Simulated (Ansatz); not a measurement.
# Mg2C3: the cost of one run

Computed with Ansatz 0.2.0 (DFT r2SCAN, scalar-relativistic, plane waves, PAW, unless a step's input says otherwise).

## Step 1: The starting structure

It takes space group C2/m (No. 12, monoclinic). The conventional cell has a = 4.774 Å, b = 4.679 Å, c = 5.011 Å, α = 90.00°, β = 104.31°, γ = 90.00°. Around Mg (site symmetry m) lie 6 C at 2.23 to 2.50 Å. C (site symmetry m) is surrounded by 1 C at 1.32 Å. C (site symmetry 2/m) has 2 C at 1.32 Å as nearest neighbours.

Coordinates:

```
Mg C
1.0
     2.38702   -2.33941   -0.00634
     2.38702    2.33941   -0.00634
    -1.22536    0.00000    4.85842
Mg C
2 3
Direct
  0.80824 0.80824 0.19843
  0.19176 0.19176 0.80157
  0.30417 0.30417 0.26146
  0.69583 0.69583 0.73854
  0.50000 0.50000 0.50000
```

This cell was relaxed beforehand with the same method: volume 10.84 Å³/atom, gap on the mesh 1.87 eV.

## Step 2: Zero of the scan

input.yaml reads:

```yaml
crystal:
  lattice:
    - [2.387022379, -2.3394118729, -0.0063441741]
    - [2.387022379, 2.3394118729, -0.0063441741]
    - [-1.2253611782, 0.0, 4.8584158892]
  atoms:
    - { symbol: Mg, position: [0.8082382625, 0.8082382625, 0.1984312469] }
    - { symbol: Mg, position: [0.1917617375, 0.1917617375, 0.8015687531] }
    - { symbol: C, position: [0.3041690745, 0.3041690745, 0.2614645499] }
    - { symbol: C, position: [0.6958309255, 0.6958309255, 0.7385354501] }
    - { symbol: C, position: [0.5, 0.5, 0.5] }
basis:
  ecutwfc: 500
kpoints:
  mp_grid: { grid: [8, 8, 6] }
hamiltonian:
  xc: r2scan
scf:
  occupations: { method: gaussian, width: 0.05 }
output:
  forces: true
  stress: true
  eigenvalues: true
  write_density: true
  write_potential: true
  elf: true
  volumetric_format: npy
```

Run with:

```console
$ ansatz run input.yaml --threads 1 --pin off --max-ram 2560MiB --backend cpu --events-out ev --progress --plain --runs-dir out
```

What time and memory should one allow on 1 thread of Arm Neoverse V2, shared host?

About 16 s, with a peak of 0.48 GiB.
